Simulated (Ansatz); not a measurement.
Runs of Ansatz 0.2.0 on WAu. Symmetry: F-43m, No. 216, cubic system. The conventional cell has a = 5.818 Å, b = 5.818 Å, c = 5.818 Å, α = 90.00°, β = 90.00°, γ = 90.00°. W (site symmetry -43m) has 4 Au at 2.52 Å as nearest neighbours. Around Au (site symmetry -43m) lie 4 W at 2.52 Å. The cell was built by a generator and needn't be a form met in nature.

| level | U | hubbard projectors | double counting | gap on the mesh (eV) | pressure (GPa) |
| --- | --- | --- | --- | --- | --- |
| r2SCAN+U | Au d U = 3 eV, W d U = 3 eV | ortho-atomic (the default) | fll (the default) | none | (a) |
| r2SCAN+U | Au d U = 4 eV, W d U = 4 eV | ortho-atomic (the default) | fll (the default) | none | (b) |
| r2SCAN+U | Au d U = 5 eV, W d U = 5 eV | ortho-atomic (the default) | fll (the default) | none | 16.3 |
| r2SCAN | - | - | - | none | -3.3 |
| r2SCAN+U | Au d U = 6 eV, W d U = 6 eV | ortho-atomic (the default) | fll (the default) | none | 20.7 |

Alike in all rows: task density of states; potentials or basis Ansatz PAW; no spin polarisation; cell as given; k mesh 8 × 8 × 8; cutoff (eV) 500; smearing fermi-dirac 0.05 eV.

Problem. Estimate the missing entries.

Solution. (a) 2.0; (b) 11.1.

Caveats: the PAW data sets come from PBE, with cores solved anew for the run's functional, which leaves a small shift of forces and pressure; U without spin polarisation on a metal has little footing (some runs); the U is typed as a test and isn't derived for this compound (some runs).

A k mesh can miss the band edges, and the runs leave out spin-orbit coupling on Au, W.

A gap of «none» marks a metal or a gap under the smearing width.

Runs at the PBE level aren't shown here.
